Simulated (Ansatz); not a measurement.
# H6KOSi2: the cost of one run

Method: RKS PBE0-D4/def2-mTZVP, in Ansatz 0.2.0.

## Step 1: Starting point

Bond lengths: Si2–O3 1.620 Å, O3–Si4 1.616 Å, Si2–H5 1.453 Å, Si2–H6 1.451 Å, Si2–H7 1.528 Å, Si4–H8 1.453 Å, Si4–H9 1.537 Å, Si4–H10 1.453 Å. Angles: Si2–O3–Si4 161.5°, O3–Si2–H5 107.8°, O3–Si2–H6 106.7°, O3–Si2–H7 102.0°, H5–Si2–H6 117.2°, H5–Si2–H7 110.5°, H6–Si2–H7 111.3°, O3–Si4–H8 108.1°, O3–Si4–H9 102.1°, O3–Si4–H10 107.1°, H8–Si4–H9 111.0°, H8–Si4–H10 117.1°, H9–Si4–H10 110.3°.

Structure file:

```xyz
10

K     0.1235    0.8880   -3.6172
Si    0.6386   -1.5426    0.1753
O     0.0406   -0.1400    0.7228
Si   -0.6646    1.3131    0.7648
H    -0.3585   -2.5730    0.4092
H     1.9336   -1.7179    0.8048
H     0.7810   -1.2650   -1.3208
H    -1.9840    1.1564    1.3530
H    -0.7666    1.6664   -0.7276
H     0.2563    2.2146    1.4356
```

## Step 2: Preparing the start

Input file input.yaml:

```yaml
crystal:
  periodic: [false, false, false]
  atoms:
    - { symbol: K, position_ang: [0.1235, 0.888, -3.6172] }
    - { symbol: Si, position_ang: [0.6386, -1.5426, 0.1753] }
    - { symbol: O, position_ang: [0.0406, -0.14, 0.7228] }
    - { symbol: Si, position_ang: [-0.6646, 1.3131, 0.7648] }
    - { symbol: H, position_ang: [-0.3585, -2.573, 0.4092] }
    - { symbol: H, position_ang: [1.9336, -1.7179, 0.8048] }
    - { symbol: H, position_ang: [0.781, -1.265, -1.3208] }
    - { symbol: H, position_ang: [-1.984, 1.1564, 1.353] }
    - { symbol: H, position_ang: [-0.7666, 1.6664, -0.7276] }
    - { symbol: H, position_ang: [0.2563, 2.2146, 1.4356] }
total_charge: 1
basis:
  gaussian: { orbitals: def2-mTZVP }
hamiltonian:
  xc: pbe0
  dispersion: d4
relax:
  f_tol: 0.02
  max_steps: 40
scf:
  lower_state_search: "off"
```

Started as:

```sh
ansatz run input.yaml --threads 2 --pin off --max-ram 3072MiB --backend cpu --events-out ev --progress --plain --runs-dir out
```

What time and memory should one allow on 2 threads of Arm Neoverse N1, shared host?

About 2 min, with a peak of 0.21 GiB.
